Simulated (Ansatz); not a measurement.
# AsH₂+ (quintet): the correlation ladder, cc-pVDZ

How much of the correlation energy of AsH₂+ (quintet) does each wave-function method recover here?

Computed with Ansatz 0.2.0, Gaussian basis. Level: cc-pVDZ, core rule «outside noble gas», up to 14 orbitals frozen.

To be run: UHF; CCSD(T) on ROHF; CCSD(T) on UHF; BCCD(T) on ROHF; CISD; CCSDT(Q) on ROHF; CCSDT(Q) on UHF; CISDTQ; CCSDTQ on ROHF; CASSCF and MRCISD+Q, 6 electrons in 6 orbitals; CASSCF and NEVPT2, 6 electrons in 6 orbitals; Full CI.

13 further runs of the same task are left out: 2 that didn't finish, 11 set aside as unsound or not needed.

**1. The geometry**

The geometry is a PBE0/def2-TZVP stationary point (not a proven minimum) of the parent state, kept for this charge and spin. No spin-orbit coupling is included. The filled d shell of As may be among the frozen orbitals whatever the setting's name suggests; the logs give the count.

3 atoms, charge 1, spin multiplicity 5.

Atoms are counted from 1 here; the program's logs count them from 0.

Bond lengths: As1–H2 1.511 Å, As1–H3 1.511 Å. Angles: H2–As1–H3 122.3°.

**2. UHF**

File in.yaml:

```yaml
crystal:
  periodic: [false, false, false]
  atoms:
    - {symbol: As, position_ang: [0.000000, -0.019098, 0.000000]}
    - {symbol: H, position_ang: [0.000000, 0.709797, -1.324011]}
    - {symbol: H, position_ang: [0.000000, 0.709797, 1.324011]}
basis:
  gaussian: {orbitals: cc-pVDZ}
total_charge: 1
magnetization: {spin_polarized: true, initial_magnetization: 4}
hamiltonian: {xc: hf}
output: {orbitals: {seedname: orbitals}}
```

Launch:

```console
$ ansatz run in.yaml --threads 1 --pin off --events-out ev --progress --plain --max-ram 2393MiB
```

The runs that follow: CCSD(T) on ROHF; CCSD(T) on UHF; BCCD(T) on ROHF; CISD; CCSDT(Q) on ROHF; CCSDT(Q) on UHF; CISDTQ; CCSDTQ on ROHF; CASSCF and MRCISD+Q, 6 electrons in 6 orbitals; CASSCF and NEVPT2, 6 electrons in 6 orbitals; Full CI.

Q: Predict the results of all the runs planned. Wanted: FCI below the RHF energy; RMP2 from FCI; UMP2 from FCI; RCCSD from FCI; RCCSD(T) from FCI; UCCSD(T) from FCI; RCCSDT(Q) from FCI; UCCSDT(Q) from FCI; NEVPT2 valence from FCI.

The runs gave:

| quantity | value |
| --- | --- |
| FCI below the RHF energy | -2.3279 eV |
| RMP2 from FCI | +55.2 kJ/mol |
| UMP2 from FCI | +54.7 kJ/mol |
| RCCSD from FCI | +6.0 kJ/mol |
| RCCSD(T) from FCI | +1.4 kJ/mol |
| UCCSD(T) from FCI | -0.2 kJ/mol |
| RCCSDT(Q) from FCI | 0.0 kJ/mol |
| UCCSDT(Q) from FCI | -1.7 kJ/mol |
| NEVPT2 valence from FCI | +39.6 kJ/mol |
| MRCISD+Q valence from FCI | -0.9 kJ/mol |
| levels within 1 kcal/mol (43 meV) | RCCSD(T), UCCSD(T), BCCD(T), RCCSDT, UCCSDT, CISDTQ, RCCSDT(Q), UCCSDT(Q), RCCSDTQ, MRCISD+Q valence |
| T1 diagnostic | 0.019 |
| effectively unpaired electrons | 4.02 |

**Reading.** RCCSD(T) lands +1.4 kJ/mol from the yardstick (0.6 % of the correlation energy). UCCSD(T), UCCSDT, UCCSDT(Q), MRCISD+Q valence fall below full CI: unrestricted runs freeze a spin-polarised core, another one than full CI's, and coupled cluster isn't variational. One determinant dominates. Of the multireference levels listed MRCISD+Q valence comes nearest in total energy (-0.9 kJ/mol), which doesn't show that its space is the better one. These misses are within one basis, not against nature; the frozen cores of restricted and unrestricted runs differ, which can shift their rows.
